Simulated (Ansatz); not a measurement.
# BH3O2Si: basis-set convergence

An exercise on one series of results from a longer session: the logs are not shown, and one member is left open.

Method: one geometry, several basis sets; program: Ansatz 0.2.0, Gaussian basis.

Plan: PBE0-D4/def2-SVP; ωB97M-V/def2-SVP; PBE0-D4/def2-QZVPP; ωB97M-V/def2-QZVPP; the functionals' def2-TZVPP values are taken from earlier runs.

### The geometry

An earlier PBE0-D4 in a triple-zeta def2 set relaxation fixed the geometry.

SMILES `OB1O[SiH2]1`, 7 atoms, charge 0, spin multiplicity 1.

Atoms are counted from 1 here; the program's logs count them from 0.

Bond lengths: O1–B2 1.341 Å, O1–H5 0.959 Å, B2–O3 1.354 Å, B2–Si4 1.895 Å, O3–Si4 1.737 Å, Si4–H6 1.483 Å, Si4–H7 1.483 Å. Angles: B2–O1–H5 113.3°, O1–B2–O3 130.2°, O1–B2–Si4 167.8°, O3–B2–Si4 62.0°, B2–O3–Si4 74.5°, B2–Si4–O3 43.5°, B2–Si4–H6 125.0°, B2–Si4–H7 125.0°, O3–Si4–H6 112.9°, O3–Si4–H7 112.9°, H6–Si4–H7 109.8°.

The first run:

File in.yaml:

```yaml
crystal:
  periodic: [false, false, false]
  atoms:
    - {symbol: O, position_ang: [-1.652073, -0.796526, -0.963626]}
    - {symbol: B, position_ang: [-0.566799, -0.392440, -0.286911]}
    - {symbol: O, position_ang: [0.190731, -1.049022, 0.623224]}
    - {symbol: Si, position_ang: [0.912316, 0.523273, 0.465313]}
    - {symbol: H, position_ang: [-2.001561, -0.126829, -1.554729]}
    - {symbol: H, position_ang: [0.878692, 1.302452, 1.726934]}
    - {symbol: H, position_ang: [2.299994, 0.471092, -0.055805]}
basis:
  gaussian: {orbitals: def2-SVP}
hamiltonian: {xc: pbe0, dispersion: d4}
output: {orbitals: {seedname: orbitals}}
```

Launch:

```
ansatz run in.yaml --threads 2 --pin off --events-out ev --progress --plain --max-ram 4352MiB
```

Among the steps run: PBE0-D4 in def2-SVP; ωB97M-V in def2-SVP; PBE0-D4 in def2-QZVPP; ωB97M-V in def2-QZVPP.

One table of the session follows, with a row left open; its other results are not shown here.

It belongs to the step «Density functionals: the series». 

| functional | basis | HOMO (eV) |
| --- | --- | --- |
| PBE0-D4 | def2-SVP | -7.02 |
| PBE0-D4 | def2-TZVPP | -7.07 |
| PBE0-D4 | def2-QZVPP | ? |
| ωB97M-V | def2-SVP | -9.13 |
| ωB97M-V | def2-TZVPP | -9.21 |
| ωB97M-V | def2-QZVPP | -9.23 |

Estimate the missing values for PBE0-D4, def2-QZVPP.

The run gave: HOMO (eV): -7.09. In the column «HOMO (eV)» it lies between ωB97M-V, def2-SVP (-9.13) and PBE0-D4, def2-TZVPP (-7.07).
